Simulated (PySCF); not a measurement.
# C₃H₇BS: electronic excitations at several levels of theory, part 2 of 2

PySCF 2.14.0. Atoms count from 0. The steps go on from the part before.

### Step 9. Excited states and response: LC-wPBE/def2-SVPD

Job settings and geometry (Å):

```
{"job": {"kind": "uv", "xc": "LC-wPBE", "basis": "def2-SVPD", "ip": true}, "charge": 0, "multiplicity": 1}
C      2.628796     0.286468    -0.641735
C      1.404364    -0.137097    -0.997426
B      0.196369     0.014932    -0.045103
S     -1.404341    -0.538832    -0.577343
C     -2.499994    -0.171521     0.822861
H      3.501735     0.194536    -1.298393
H      2.802788     0.747780     0.336619
H      1.285800    -0.594795    -1.988329
H      0.322429     0.501413     1.055892
H     -2.585969     0.913016     0.970788
H     -3.490961    -0.580736     0.585745
H     -2.126244    -0.642025     1.741208
```

With the program's defaults for keys left out, this is: TDDFT LC-wPBE/def2-SVPD, vertical, gas phase, core orbitals frozen in the response.

Standard output:

```text
coarse grid: 10312 points
cycle   1  E = -541.0345119797  dE =  4.599e-01  |g| = 2.650e-01  |ddm| = 4.444e+00
cycle   2  E = -541.0574069930  dE = -2.290e-02  |g| = 1.595e-01  |ddm| = 6.206e-01
cycle   3  E = -541.0637583375  dE = -6.351e-03  |g| = 4.498e-02  |ddm| = 3.420e-01
cycle   4  E = -541.0644399103  dE = -6.816e-04  |g| = 1.559e-02  |ddm| = 1.074e-01
cycle   5  E = -541.0645127273  dE = -7.282e-05  |g| = 3.729e-03  |ddm| = 3.055e-02
cycle   6  E = -541.0645191782  dE = -6.451e-06  |g| = 1.068e-03  |ddm| = 1.072e-02
final grid: 94184 points
cycle   7  E = -541.1371773727  dE = -2.310e-05  |g| = 4.190e-03  |ddm| = 5.290e-02
cycle   8  E = -541.1371800737  dE = -2.701e-06  |g| = 2.996e-03  |ddm| = 1.126e-02
cycle   9  E = -541.1371823702  dE = -2.297e-06  |g| = 2.140e-04  |ddm| = 4.577e-03
cycle  10  E = -541.1371824128  dE = -4.267e-08  |g| = 1.309e-04  |ddm| = 8.839e-04
cycle  11  E = -541.1371824216  dE = -8.779e-09  |g| = 5.176e-05  |ddm| = 3.316e-04
cycle  12  E = -541.1371824236  dE = -2.010e-09  |g| = 1.626e-05  |ddm| = 1.730e-04
cycle  13  E = -541.1371824238  dE = -2.130e-10  |g| = 5.501e-06  |ddm| = 6.115e-05
converged SCF energy = -541.1371824238

Static polarisability (au): isotropic 75.402, principal 51.512 65.549 109.144

Singlet excitations
state   eV       nm        f      main configurations
  1   5.6178    220.7   0.46688   H->L 0.94
  2   5.9489    208.4   0.00021   H-1->L 0.77, H-3->L 0.14
  3   6.2380    198.8   0.00028   H-3->L 0.81, H-1->L 0.12
  4   6.9131    179.3   0.10960   H-2->L 0.94
  5   7.0043    177.0   0.00023   H->L+2 0.42, H->L+9 0.19, H->L+1 0.08
  6   7.6355    162.4   0.02744   H->L+1 0.66, H->L+3 0.09
  7   7.8723    157.5   0.00003   H-4->L 0.69, H-6->L 0.09
  8   8.2880    149.6   0.03054   H->L+3 0.66, H->L+2 0.09
  9   8.3631    148.3   0.05127   H->L+6 0.78
 10   8.4457    146.8   0.02480   H->L+5 0.28, H->L+2 0.15, H->L+3 0.13

Triplet excitations (Tamm-Dancoff, eV): 3.5382 4.7052 5.4185 5.6516
Vertical ionisation energy (delta-SCF) = 9.4417 eV
```

It took 43 s on 1 thread of Arm Neoverse V1, shared host; peak memory 0.76 GiB.

In short: HOMO -9.86 eV, LUMO 0.60 eV; lowest singlet 5.62 eV.

### Step 10. Excited states and response: PBE0/6-31G*

The job, as its differences from that of step 9:

```diff
@@ -1,2 +1,2 @@
-{"job": {"kind": "uv", "xc": "LC-wPBE", "basis": "def2-SVPD", "ip": true}, "charge": 0, "multiplicity": 1}
+{"job": {"kind": "uv", "xc": "PBE0", "basis": "6-31G*"}, "charge": 0, "multiplicity": 1}
 C      2.628796     0.286468    -0.641735
```

Method: TDDFT PBE0/6-31G*, vertical, gas phase, core orbitals frozen in the response.

Standard output:

```text
coarse grid: 10312 points
cycle   1  E = -541.2499600536  dE =  2.909e-01  |g| = 3.102e-01  |ddm| = 3.119e+00
cycle   2  E = -541.2502528240  dE = -2.928e-04  |g| = 3.173e-01  |ddm| = 7.281e-01
cycle   3  E = -541.2781973793  dE = -2.794e-02  |g| = 7.433e-02  |ddm| = 4.020e-01
cycle   4  E = -541.2795731747  dE = -1.376e-03  |g| = 2.172e-02  |ddm| = 7.711e-02
cycle   5  E = -541.2796898832  dE = -1.167e-04  |g| = 6.584e-03  |ddm| = 2.534e-02
cycle   6  E = -541.2797042216  dE = -1.434e-05  |g| = 1.202e-03  |ddm| = 1.067e-02
cycle   7  E = -541.2797046446  dE = -4.230e-07  |g| = 3.692e-04  |ddm| = 1.869e-03
final grid: 94184 points
cycle   8  E = -541.2276533310  dE = -1.169e-05  |g| = 8.042e-03  |ddm| = 1.999e-02
cycle   9  E = -541.2276436745  dE =  9.657e-06  |g| = 9.877e-03  |ddm| = 1.892e-02
cycle  10  E = -541.2276723105  dE = -2.864e-05  |g| = 5.699e-04  |ddm| = 1.135e-02
cycle  11  E = -541.2276724149  dE = -1.044e-07  |g| = 1.830e-04  |ddm| = 1.029e-03
cycle  12  E = -541.2276724229  dE = -8.034e-09  |g| = 6.543e-05  |ddm| = 1.897e-04
cycle  13  E = -541.2276724239  dE = -1.041e-09  |g| = 2.359e-05  |ddm| = 7.809e-05
cycle  14  E = -541.2276724241  dE = -1.548e-10  |g| = 5.768e-06  |ddm| = 2.933e-05
converged SCF energy = -541.2276724241

Static polarisability (au): isotropic 64.846, principal 32.650 56.475 105.413

Singlet excitations
state   eV       nm        f      main configurations
  1   5.3052    233.7   0.39339   H->L 0.96
  2   5.5786    222.2   0.00008   H-1->L 0.95
  3   6.0523    204.9   0.00002   H-3->L 0.98
  4   6.4562    192.0   0.11464   H-2->L 0.89
  5   6.9673    178.0   0.00019   H->L+1 0.94
  6   7.5873    163.4   0.00053   H-4->L 0.94
  7   8.0017    154.9   0.04302   H->L+2 0.79, H-1->L+1 0.12
  8   8.1933    151.3   0.00539   H-5->L 0.88
  9   8.5320    145.3   0.06298   H-1->L+1 0.80, H->L+2 0.10
 10   8.6320    143.6   0.00101   H-2->L+1 0.93

Triplet excitations (Tamm-Dancoff, eV): 3.4816 4.4957 5.1704 5.5311
```

It took 6.9 s on 1 thread of Arm Neoverse V1, shared host; peak memory 0.48 GiB.

In short: HOMO -7.07 eV, LUMO -1.25 eV; lowest singlet 5.31 eV.

### Step 11. TDDFT and polarisability: PBE0/def2-SVP

The job, as its differences from that of step 10:

```diff
@@ -1,2 +1,2 @@
-{"job": {"kind": "uv", "xc": "PBE0", "basis": "6-31G*"}, "charge": 0, "multiplicity": 1}
+{"job": {"kind": "uv", "xc": "PBE0", "basis": "def2-SVP"}, "charge": 0, "multiplicity": 1}
 C      2.628796     0.286468    -0.641735
```

With the program's defaults for keys left out, this is: TDDFT PBE0/def2-SVP, vertical, gas phase, core orbitals frozen in the response.

Standard output:

```text
coarse grid: 10312 points
cycle   1  E = -540.9416029318  dE =  2.521e-01  |g| = 2.771e-01  |ddm| = 3.439e+00
cycle   2  E = -540.9406521105  dE =  9.508e-04  |g| = 2.939e-01  |ddm| = 6.937e-01
cycle   3  E = -540.9647144447  dE = -2.406e-02  |g| = 7.014e-02  |ddm| = 3.596e-01
cycle   4  E = -540.9659123774  dE = -1.198e-03  |g| = 2.329e-02  |ddm| = 7.853e-02
cycle   5  E = -540.9660491271  dE = -1.367e-04  |g| = 6.651e-03  |ddm| = 2.606e-02
cycle   6  E = -540.9660630115  dE = -1.388e-05  |g| = 1.230e-03  |ddm| = 1.104e-02
cycle   7  E = -540.9660634364  dE = -4.248e-07  |g| = 4.216e-04  |ddm| = 2.046e-03
final grid: 94184 points
cycle   8  E = -541.0233523329  dE = -1.573e-05  |g| = 7.582e-03  |ddm| = 2.502e-02
cycle   9  E = -541.0233434704  dE =  8.863e-06  |g| = 9.339e-03  |ddm| = 1.725e-02
cycle  10  E = -541.0233686617  dE = -2.519e-05  |g| = 5.458e-04  |ddm| = 1.048e-02
cycle  11  E = -541.0233687592  dE = -9.752e-08  |g| = 1.562e-04  |ddm| = 1.032e-03
cycle  12  E = -541.0233687650  dE = -5.762e-09  |g| = 5.890e-05  |ddm| = 1.837e-04
cycle  13  E = -541.0233687658  dE = -8.046e-10  |g| = 2.239e-05  |ddm| = 6.682e-05
converged SCF energy = -541.0233687658

Static polarisability (au): isotropic 66.254, principal 36.614 55.962 106.186

Singlet excitations
state   eV       nm        f      main configurations
  1   5.2660    235.4   0.39154   H->L 0.96
  2   5.4867    226.0   0.00001   H-1->L 0.97
  3   5.9904    207.0   0.00011   H-3->L 0.98
  4   6.4262    192.9   0.12351   H-2->L 0.90
  5   7.0267    176.4   0.00001   H->L+1 0.93
  6   7.5108    165.1   0.00022   H-4->L 0.93
  7   7.7864    159.2   0.02847   H->L+2 0.85
  8   8.0454    154.1   0.00332   H-5->L 0.88
  9   8.3473    148.5   0.00081   H->L+3 0.91
 10   8.4639    146.5   0.07706   H-1->L+1 0.88

Triplet excitations (Tamm-Dancoff, eV): 3.4545 4.4488 5.0717 5.4769
```

Run time: 8.1 s. Hardware: 1 thread of Arm Neoverse V1, shared host; peak memory 0.55 GiB.

Key values: HOMO -7.16 eV, LUMO -1.42 eV; lowest singlet 5.27 eV.

### Step 12. Comparing the runs: electronic excitations

Excitations and ground-state properties, with basis size and wall time:

```csv
run,lowest singlet (eV),brightest (eV),f,gap (eV),α (Å³),μ (D),functions,time
LDA/def2-SVPD,4.65,4.65,0.316,3.66,12.30,1.00,163,50 s
PBE/def2-SVPD,4.70,4.70,0.314,3.74,12.14,0.95,163,92 s
B3LYP/def2-SVPD,5.04,5.04,0.383,5.28,11.81,0.95,163,38 s
PBE0/def2-SVPD,5.14,5.14,0.397,5.69,11.68,0.99,163,72 s
BHandHLYP/def2-SVPD,5.49,5.49,0.470,7.64,11.39,1.03,163,26 s
CAM-B3LYP/def2-SVPD,5.34,5.34,0.437,8.03,11.56,0.99,163,47 s
wB97X-D/def2-SVPD,5.37,5.37,0.433,9.24,11.53,1.04,163,36 s
LC-wPBE/def2-SVPD,5.62,5.62,0.467,10.46,11.17,1.06,163,43 s
PBE0/6-31G*,5.31,5.31,0.393,5.81,9.61,1.04,88,6.9 s
PBE0/def2-SVP,5.27,5.27,0.392,5.74,9.82,0.95,109,8.1 s
```

### Step 13. Summary of results

This closing draws on all 2 parts.

```
                         quantity                        value
   lowest singlet (LDA/def2-SVPD)  4.65 eV (267 nm), f = 0.316
                   lowest triplet                      3.34 eV
vertical ionisation energy (ΔSCF)                      9.20 eV
vertical electron affinity (ΔSCF)                      0.04 eV
      range of the lowest singlet              4.65 to 5.62 eV
```

Single values in the summary come from the first run of each kind that ended normally (LDA/def2-SVPD), which need not be the best level. The lowest singlet, at 4.65 eV, is HOMO→LUMO 0.92 and is bright. The lowest triplet lies 1.31 eV below the lowest singlet (triplets in Tamm-Dancoff, singlets in full TDDFT). ΔSCF puts the ionisation energy at 9.20 eV, 2.84 eV above −ε(HOMO). The lowest singlet runs from 4.65 eV (LDA/def2-SVPD) to 5.62 eV (LC-wPBE/def2-SVPD), while the orbital gap spans 3.66 to 10.46 eV. The lowest state need not be the same one in every run.
